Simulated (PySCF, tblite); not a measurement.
# C₇H₅O₃ radical: geometry, infrared bands and EPR parameters

Wanted: the infrared bands and EPR parameters of C₇H₅O₃ radical (`[O]c1ccccc1OC=O`), by calculation.

The runs use tblite 0.8.0 and PySCF 2.14.0, with density-fitted response routines of our own; the level of theory stands in each step. All values are computed, except where a source is named. Atoms count from 0, in the outputs and in this text.

**1. The starting structure**

15 atoms, charge 0, multiplicity 2; geometry from: force field or distance geometry start.

Bonds of the start (Å): O0–C1 1.39, C1–C2 1.37, C2–C3 1.38, C3–C4 1.40, C4–C5 1.39, C5–C6 1.40, C6–O7 1.39, O7–C8 1.38, C8–O9 1.26, C6–C1 1.39, C2–H10 1.09, C3–H11 1.10, C4–H12 1.09, C5–H13 1.09, C8–H14 1.07.

**2. Geometry optimisation with GFN2-xTB**

What the job is given:

```
{"job": {"kind": "relax", "xc": "GFN2-xTB", "basis": "xTB"}, "charge": 0, "multiplicity": 2}
O      0.297400     2.433500    -0.268000
C     -0.256900     1.163800    -0.204500
C     -1.581100     1.064900     0.132100
C     -2.165600    -0.178700     0.201800
C     -1.405000    -1.331800    -0.022500
C     -0.059700    -1.218800    -0.357700
C      0.537800     0.048100    -0.444200
O      1.882000     0.180100    -0.757900
C      2.898200     0.192200     0.175300
O      2.707500     0.096700     1.417000
H     -2.182600     1.957700     0.313300
H     -3.223100    -0.290200     0.465500
H     -1.893900    -2.307600     0.052800
H      0.541300    -2.111800    -0.544700
H      3.899300     0.310000    -0.180200
```

Started as:

```bash
$ OMP_NUM_THREADS=1 python probes_run.py task.json out
```

One launch serves the whole session: the jobs run in the order shown.

**Question.** This job is followed by: GFN2-xTB harmonic vibrations, gas phase; UKS B3LYP, pcH-1 on C H O, non-relativistic, mean-field spin-orbit, GIAO. What will the session give for the following? strongest single infrared mode (GFN2-xTB); zero-point energy (GFN2-xTB); g(iso) (B3LYP); ⟨S²⟩; largest a(iso); potential on the surface of density 0.002 e/bohr³, 1st and 99th percentile.

The runs gave:

| quantity | value |
| --- | --- |
| strongest single infrared mode (GFN2-xTB) | 1791 cm⁻¹, 466 km/mol |
| zero-point energy (GFN2-xTB) | 63.7 kcal/mol |
| g(iso) (B3LYP) | 2.00533 |
| ⟨S²⟩ | 0.783 (exact 0.75) |
| largest a(iso) | 13C on C4, 34.2 MHz |
| potential on the surface of density 0.002 e/bohr³, 1st and 99th percentile | -1.67 V and 1.41 V |

Over 71 steps the energy fell by 1.038 eV; of the close pairs, O0–C1 changed most, 1.387 to 1.232 Å. No mode is imaginary among the 39: a minimum at this level. The strongest single mode, at 1791 cm⁻¹, moves mainly C8 and O9. Unscaled tight-binding wavenumbers are off by several per cent, some by more. Its intensities can rank the bands wrongly. The largest spin populations lie on C4 (0.40 e), O0 (0.38 e), C6 (0.33 e), C2 (0.29 e). The isotropic g lies 3.0 ppt above the free-electron value. The conformer search (at its own cheap level) found a structure 3.9 kcal/mol lower, so these spectra needn't be the molecule's.
